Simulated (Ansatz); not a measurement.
# MoW14: the cost of one run

Program: Ansatz 0.2.0. Level of theory: DFT PBEsol, plane waves, PAW, scalar-relativistic, no spin polarisation. These are calculated values, not measurements.

## Step 1: The system as given

The cell holds 15 atoms (MoW14): a = 6.320 Å, b = 6.320 Å, c = 6.320 Å, α = 90.00°, β = 90.00°, γ = 90.00°.

Coordinates:

```xyz
15
Lattice="6.3200 0.0000 0.0000 0.0000 6.3200 0.0000 0.0000 0.0000 6.3200" Properties=species:S:1:pos:R:3 pbc="T T T"
Mo   -0.0092   -0.0153    0.0209
W     3.2057   -0.0018   -0.0078
W    -0.0125    3.1597    0.0043
W     0.0395    0.0107    3.1262
W     1.6382    1.5542    1.5754
W     3.1314    3.1607    0.0197
W     3.1583   -0.0283    3.2065
W     0.0459    3.1808    3.1613
W     1.5732    4.7739    1.5448
W     1.6014    1.5452    4.7103
W     3.2088    3.1770    3.1585
W     4.7082    4.7365    1.5802
W     4.7793    1.5202    4.7947
W     1.5703    4.7279    4.7312
W     4.6978    4.7740    4.7364
```

## Step 2: End point A

input.yaml reads:

```yaml
crystal:
  lattice:
    - [6.32, 0.0, 0.0]
    - [0.0, 6.32, 0.0]
    - [0.0, 0.0, 6.32]
  atoms:
    - { symbol: Mo, position: [-0.0014583, -0.0024182, 0.0033142] }
    - { symbol: W, position: [0.5072256, -0.0002836, -0.0012272] }
    - { symbol: W, position: [-0.001981, 0.4999543, 0.0006763] }
    - { symbol: W, position: [0.0062491, 0.0016889, 0.4946585] }
    - { symbol: W, position: [0.2592121, 0.2459106, 0.2492649] }
    - { symbol: W, position: [0.4954713, 0.500113, 0.0031165] }
    - { symbol: W, position: [0.4997338, -0.0044767, 0.5073589] }
    - { symbol: W, position: [0.0072568, 0.503297, 0.5002004] }
    - { symbol: W, position: [0.2489222, 0.7553656, 0.244438] }
    - { symbol: W, position: [0.2533858, 0.2444911, 0.7452966] }
    - { symbol: W, position: [0.50772, 0.5026927, 0.4997633] }
    - { symbol: W, position: [0.7449614, 0.7494541, 0.2500287] }
    - { symbol: W, position: [0.7562193, 0.2405356, 0.7586597] }
    - { symbol: W, position: [0.2484707, 0.7480897, 0.7486018] }
    - { symbol: W, position: [0.7433162, 0.755381, 0.7494332] }
basis:
  ecutwfc: 420.0
kpoints:
  mp_grid: { grid: [3, 3, 3] }
hamiltonian:
  xc: pbesol
  pseudopotentials: { kind: paw, azcp: { folder: soft_1 } }
scf:
  occupations: { method: gaussian, width: 0.05 }
  lower_state_search: "off"
relax:
  f_tol: 0.03
  max_steps: 60
  adjacent_minimum: "off"
```

Run with:

```
> ansatz run input.yaml --threads 4 --pin off --max-ram 10240MiB --backend cpu --events-out ev --progress --plain --runs-dir out
```

**Question.** How long does this run take on 4 threads of Intel Xeon Platinum 8259CL at 2.50GHz (Skylake/Cascade Lake), shared host, and how much memory does it need?

About 38 s, with a peak of 1.1 GiB.
